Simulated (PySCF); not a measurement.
# M06-2X/def2-SVP run of GaHSeCl2 (SMILES [Cl][Ga]([Cl])[SeH])

What is the vertical ionisation energy of GaHSeCl2 at M06-2X/def2-SVP? The job is set up through a Python script.

Program for the calculation: PySCF 2.14.0.

## Step 1: The system as given

GaHSeCl2 has 5 atoms, charge 0, and is taken as a singlet. SMILES: `[Cl][Ga]([Cl])[SeH]`. Geometry: relaxed at PBE0-D4/def2-TZVP.

Bond lengths: Cl1–Ga2 2.125 Å, Ga2–Cl3 2.127 Å, Ga2–Se4 2.299 Å, Se4–H5 1.470 Å. Angles: Cl1–Ga2–Cl3 117.8°, Cl1–Ga2–Se4 120.0°, Cl3–Ga2–Se4 122.1°, Ga2–Se4–H5 90.8°.

## Step 2: The energy at M06-2X/def2-SVP

input.xyz

```xyz
5
Cl2GaHSe
Cl     1.565200    -0.816300     1.955100
Ga     0.270800    -0.384500     0.326100
Cl    -0.593300    -2.024800    -0.717000
Se    -0.155400     1.797300    -0.258200
H     -1.037500     1.354700    -1.347300
```

input.py

```python
# [Cl][Ga]([Cl])[SeH]
from pyscf import gto, dft

mol = gto.Mole()
mol.atom = 'input.xyz'
mol.charge = 0
mol.spin = 0
mol.max_memory = 1860
mol.basis = 'def2-svp'
mol.verbose = 4
mol.build()

calc0 = dft.RKS(mol, xc='m06-2x')
calc0.grids.level = 1
calc0.conv_tol = 1e-10
calc0.kernel()
if not calc0.converged:
    calc0 = calc0.newton().run(calc0.mo_coeff, calc0.mo_occ)

e_final = calc0.e_tot
print('Final energy', e_final)
```

Started as:

```sh
$ OMP_NUM_THREADS=1 python input.py
```

What it wrote:

```text
PySCF version 2.14.0

[... 74 lines left out ...]
converged SCF energy = -5246.74339101916
Final energy -5246.743391019164
```

Run time: 9 s. Hardware: 1 thread of Arm Neoverse V1, shared host; peak memory 0.37 GiB.

## Step 3: The doublet cation at the same level

input.py

```python
from pyscf import gto, dft

molecule = gto.Mole()
molecule.atom = '''
Cl     1.565200    -0.816300     1.955100
Ga     0.270800    -0.384500     0.326100
Cl    -0.593300    -2.024800    -0.717000
Se    -0.155400     1.797300    -0.258200
H     -1.037500     1.354700    -1.347300
'''
molecule.basis = 'def2-svp'
molecule.verbose = 3
molecule.max_memory = 1860
molecule.charge = 1
molecule.spin = 1
molecule.build()

mf = dft.UKS(molecule, xc='m06-2x')
mf.grids.level = 1
mf.conv_tol = 1e-10
mf.kernel()
if not mf.converged:
    mf = mf.newton().run(mf.mo_coeff, mf.mo_occ)

etot = mf.e_tot
print(f'total energy: {etot:.8f} hartree')
```

Started as:

```sh
$ OMP_NUM_THREADS=1 python input.py
```

What it wrote:

```text
WARN: HOMO -0.309075899109424 >= LUMO -0.309075899109422

converged SCF energy = -5246.37198489814  <S^2> = 0.75478335  2S+1 = 2.0047776
total energy: -5246.37198490 hartree
```

Run time: 22 s. Hardware: 1 thread of Arm Neoverse V1, shared host; peak memory 0.38 GiB.

## Step 4: What came out

Level: M06-2X/def2-SVP.

| quantity | value |
| --- | --- |
| singlet GaHSeCl2: total energy | -5246.74339 Eh |
| singlet GaHSeCl2: dipole moment | 1.53 D |
| singlet GaHSeCl2: HOMO energy | -8.93 eV |
| singlet GaHSeCl2: LUMO energy | -0.54 eV |
| singlet GaHSeCl2: HOMO–LUMO gap | 8.39 eV |
| doublet cation: total energy | -5246.37198 Eh |
| doublet cation: HOMO energy (highest over α and β) | -14.98 eV |
| doublet cation: LUMO energy (lowest over α and β) | -11.17 eV |
| doublet cation: ⟨S²⟩ | 0.755 |
| vertical ionisation energy (to the doublet cation) | 10.106 eV |

Removing an electron at fixed nuclei costs 10.11 eV (233 kcal/mol). The negative HOMO energy of the first species, 8.93 eV, lies 1.18 eV below that difference. Mulliken charges (singlet GaHSeCl2) run from -0.26 on Cl3 to +0.67 on Ga2.
